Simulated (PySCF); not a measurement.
# C₄H₁₁BOSi: a tour of settings, part 2 of 2

PySCF 2.14.0. Atoms count from 0. Earlier steps stand in the parts before.

## (5) NMR shieldings: PBE0/pcSseg-1

Job settings and geometry (Å):

```
{"job": {"kind": "nmr", "xc": "PBE0", "basis": "pcSseg-1", "pop": true}, "charge": 0, "multiplicity": 1}
Si     3.015270     0.124281     0.104056
O      1.527631     0.663685     0.416029
C      0.294205    -0.013087     0.449158
B     -0.900466     0.697629     1.217773
C     -2.189784     0.399319     0.374584
C     -1.751974    -0.606254    -0.705824
C     -0.273807    -0.307368    -0.952829
H      3.161782    -0.390328    -1.263395
H      3.385918    -0.964678     1.017224
H      3.766724     1.347846     0.329486
H      0.441252    -0.988998     0.948855
H     -0.815410     1.329710     2.191574
H     -3.073346     0.061389     0.916649
H     -2.482404     1.337672    -0.108399
H     -2.344971    -0.530375    -1.617337
H     -1.855216    -1.621705    -0.318043
H     -0.163274     0.592023    -1.561295
H      0.249109    -1.124443    -1.449921
```

With the program's defaults for keys left out, this is: GIAO PBE0/pcSseg-1 NMR shielding, non-relativistic, gas phase.

The log of the run:

```text
coarse grid: 14960 points
cycle   1  E = -547.9866750076  dE =  7.611e-01  |g| = 7.008e-01  |ddm| = 3.676e+00
cycle   2  E = -547.8598923480  dE =  1.268e-01  |g| = 1.079e+00  |ddm| = 1.580e+00
cycle   3  E = -548.0825861873  dE = -2.227e-01  |g| = 1.076e-01  |ddm| = 1.107e+00
cycle   4  E = -548.0844899963  dE = -1.904e-03  |g| = 4.670e-02  |ddm| = 1.183e-01
cycle   5  E = -548.0850135021  dE = -5.235e-04  |g| = 6.237e-03  |ddm| = 4.514e-02
cycle   6  E = -548.0850215241  dE = -8.022e-06  |g| = 1.692e-03  |ddm| = 7.235e-03
final grid: 138272 points
cycle   7  E = -548.1351860970  dE = -2.942e-05  |g| = 1.177e-02  |ddm| = 2.875e-02
cycle   8  E = -548.1351557834  dE =  3.031e-05  |g| = 1.726e-02  |ddm| = 2.109e-02
cycle   9  E = -548.1352147832  dE = -5.900e-05  |g| = 1.328e-03  |ddm| = 1.286e-02
cycle  10  E = -548.1352151540  dE = -3.707e-07  |g| = 2.362e-04  |ddm| = 1.391e-03
cycle  11  E = -548.1352151651  dE = -1.113e-08  |g| = 3.898e-05  |ddm| = 2.379e-04
cycle  12  E = -548.1352151654  dE = -3.054e-10  |g| = 1.207e-05  |ddm| = 5.522e-05
converged SCF energy = -548.1352151654

GIAO shielding tensors (ppm)
atom      isotropic    diamagn.    paramagn.     s11        s22        s33       span
  0 Si     388.787     880.260    -491.473    337.714    352.177    476.470    138.756
  1 O      315.677     395.274     -79.597    246.417    326.825    373.788    127.371
  2 C      101.811     246.782    -144.971     70.293     93.943    141.198     70.905
  3 B        7.798     189.078    -181.280    -61.477    -28.154    113.026    174.503
  4 C      154.469     254.577    -100.108    138.577    153.142    171.689     33.112
  5 C      161.226     249.053     -87.827    139.582    168.264    175.834     36.252
  6 C      149.669     250.115    -100.446    123.947    156.841    168.219     44.272
  7 H       26.657      29.737      -3.079     23.023     25.607     31.343      8.320
  8 H       26.738      29.322      -2.584     23.775     24.833     31.605      7.831
  9 H       26.833      29.118      -2.285     23.086     25.073     32.342      9.256
 10 H       27.722      31.904      -4.182     22.750     29.143     31.273      8.523
 11 H       23.571      29.569      -5.998     17.542     25.920     27.252      9.710
 12 H       29.831      29.140       0.692     24.925     28.423     36.146     11.221
 13 H       30.573      30.013       0.559     25.428     28.893     37.397     11.970
 14 H       29.605      30.144      -0.538     24.664     27.837     36.316     11.652
 15 H       30.265      31.407      -1.141     25.459     28.914     36.423     10.965
 16 H       30.144      32.637      -2.493     25.883     30.083     34.466      8.583
 17 H       29.205      32.566      -3.361     24.504     28.868     34.244      9.740
```

Run time: 24 s. Hardware: 1 thread of Arm Neoverse V1, shared host; peak memory 1 GiB.

Key values: δ C2 85.1, C6 37.3, C4 32.5, C5 25.7, H11 8.15, H7 4.97 ppm (means over like atoms).

## (6) TDDFT and polarisability: PBE0/STO-3G

Settings changed since step 5:

```diff
@@ -1,2 +1,2 @@
-{"job": {"kind": "nmr", "xc": "PBE0", "basis": "pcSseg-1", "pop": true}, "charge": 0, "multiplicity": 1}
+{"job": {"kind": "uv", "xc": "PBE0", "basis": "STO-3G", "nstates": 25, "ntriplets": 0, "tda": false, "scf": {"level_shift": 0.3}}, "charge": 0, "multiplicity": 1}
 Si     3.015270     0.124281     0.104056
```

Method: TDDFT PBE0/STO-3G, vertical, gas phase, core orbitals frozen in the response.

The log of the run:

```text
final grid: 138272 points
cycle   1  E = -541.5165721029  dE =  7.058e-01  |g| = 5.398e-01  |ddm| = 5.068e+00
cycle   2  E = -541.6062531657  dE = -8.968e-02  |g| = 2.776e-01  |ddm| = 1.164e+00
cycle   3  E = -541.6268289036  dE = -2.058e-02  |g| = 7.155e-02  |ddm| = 2.721e-01
cycle   4  E = -541.6283897527  dE = -1.561e-03  |g| = 1.952e-02  |ddm| = 8.626e-02
cycle   5  E = -541.6285173318  dE = -1.276e-04  |g| = 4.216e-03  |ddm| = 2.574e-02
cycle   6  E = -541.6285259773  dE = -8.645e-06  |g| = 1.259e-03  |ddm| = 7.767e-03
cycle   7  E = -541.6285269985  dE = -1.021e-06  |g| = 4.838e-04  |ddm| = 2.629e-03
cycle   8  E = -541.6285271951  dE = -1.966e-07  |g| = 2.225e-04  |ddm| = 1.138e-03
cycle   9  E = -541.6285272450  dE = -4.994e-08  |g| = 1.087e-04  |ddm| = 5.679e-04
cycle  10  E = -541.6285272603  dE = -1.532e-08  |g| = 5.630e-05  |ddm| = 3.181e-04
cycle  11  E = -541.6285272653  dE = -5.024e-09  |g| = 3.111e-05  |ddm| = 1.891e-04
cycle  12  E = -541.6285272670  dE = -1.652e-09  |g| = 1.787e-05  |ddm| = 1.093e-04
cycle  13  E = -541.6285272676  dE = -5.663e-10  |g| = 1.031e-05  |ddm| = 6.544e-05
level shift removed, Fock matrix diagonalised once more
converged SCF energy = -541.6285272676

Static polarisability (au): isotropic 40.869, principal 32.952 37.455 52.201

Singlet excitations
state   eV       nm        f      main configurations
  1   4.1810    296.5   0.00590   H->L 0.93
  2   4.6803    264.9   0.01093   H-1->L 0.93
  3   7.1447    173.5   0.00292   H-2->L 0.80, H-3->L 0.17
  4   7.6172    162.8   0.00335   H-3->L 0.74, H-2->L 0.15
  5   8.5899    144.3   0.00576   H-5->L 0.65, H-4->L 0.18, H-6->L 0.16
  6   8.6602    143.2   0.02797   H-4->L 0.72, H-5->L 0.23
  7   9.0102    137.6   0.02700   H-6->L 0.70, H-5->L 0.11
  8   9.6084    129.0   0.00824   H->L+1 0.45, H-7->L 0.40
  9   9.6389    128.6   0.00568   H->L+1 0.53, H-7->L 0.37
 10   9.8283    126.2   0.00873   H-8->L 0.82, H-7->L 0.10
 11  10.2172    121.3   0.02169   H-1->L+1 0.93
 12  10.3915    119.3   0.01842   H-9->L 0.98
 13  11.2356    110.3   0.00925   H->L+2 0.90
 14  11.3466    109.3   0.13034   H-10->L 0.97
 15  11.7685    105.4   0.03109   H-1->L+2 0.92
 16  11.8151    104.9   0.02307   H-11->L 0.94
 17  12.0045    103.3   0.02651   H->L+3 0.61, H->L+4 0.22
 18  12.2832    100.9   0.04091   H-12->L 0.94
 19  12.3475    100.4   0.04594   H->L+4 0.41, H-1->L+4 0.24, H->L+3 0.21
 20  12.7499     97.2   0.02699   H-1->L+4 0.48, H-1->L+3 0.39
 21  12.9160     96.0   0.04950   H->L+5 0.59, H-1->L+4 0.10, H-1->L+3 0.10
 22  12.9526     95.7   0.28343   H->L+5 0.29, H-1->L+3 0.27, H->L+4 0.14
 23  13.1474     94.3   0.08620   H-13->L 0.85
 24  13.4638     92.1   0.03831   H-1->L+5 0.62, H->L+6 0.14, H->L+7 0.13
 25  13.5110     91.8   0.02401   H->L+7 0.70, H->L+6 0.16
```

Run time: 8.7 s. Hardware: 1 thread of Arm Neoverse V1, shared host; peak memory 0.69 GiB.

In short: HOMO -3.72 eV, LUMO 1.82 eV; lowest singlet 4.18 eV.

## (7) Comparing the runs: electronic excitations

Excitations and ground-state properties, with basis size and wall time:

```csv
run,lowest singlet (eV),brightest (eV),f,gap (eV),α (Å³),μ (D),functions,time
PBE0/def2-SVPD,4.87,4.87,0.001,6.46,12.97,1.55,235,36 s
PBE0/STO-3G,4.18,12.95,0.283,5.54,6.06,1.01,50,8.7 s
```

## (8) Summary of results

What follows sums up all 2 parts.

```
                                                              quantity                                                     value
                                       lowest singlet (PBE0/def2-SVPD)                               4.87 eV (255 nm), f = 0.001
                                 surface potential, 1st and 99th percentile                                        -1.19 V and 1.24 V
                                13C shifts against TMS (PBE0/pcSseg-1)                                85.1, 37.3, 32.5, 25.7 ppm
1H shifts against TMS (PBE0/pcSseg-1, means over atoms taken as alike)  8.15, 4.97, 4.00, 2.51, 2.11, 1.89, 1.57, 1.45, 1.14 ppm
                               29Si shifts against TMS (PBE0/pcSseg-1)                                                 -39.6 ppm
                                17O shifts against H2O (PBE0/pcSseg-1)                                                  20.4 ppm
                           11B shifts against BF3·OEt2 (PBE0/pcSseg-1)                                                  92.3 ppm
                                           range of the lowest singlet                                           4.18 to 4.87 eV
                                         property runs in this session           5, of which 0 failed and 2 gave unsound results
```

What this shows: Single values in the summary come from the first run of each kind that ended normally (PBE0/def2-SVPD; PBE0/pcSseg-1), which need not be the best level. The lowest singlet, at 4.87 eV, is HOMO→LUMO 0.93 and is weak. At PBE0/def2-SVPD, counted by nearest atom on the grid, the HOMO lies on O1 35 %; C2 15 %, the LUMO on B3 50 %; H11 15 %. At PBE0/pcSseg-1: The largest span, 175 ppm, is at B3, where the paramagnetic term is -181 ppm. The lowest singlet runs from 4.18 eV (PBE0/STO-3G) to 4.87 eV (PBE0/def2-SVPD), while the orbital gap spans 5.54 to 6.46 eV. A minimal basis can't describe excited states, so its value is no measure of the functional. The lowest state need not be the same one in every run. The runs solved for a few states only, so the brightest column depends on that window.
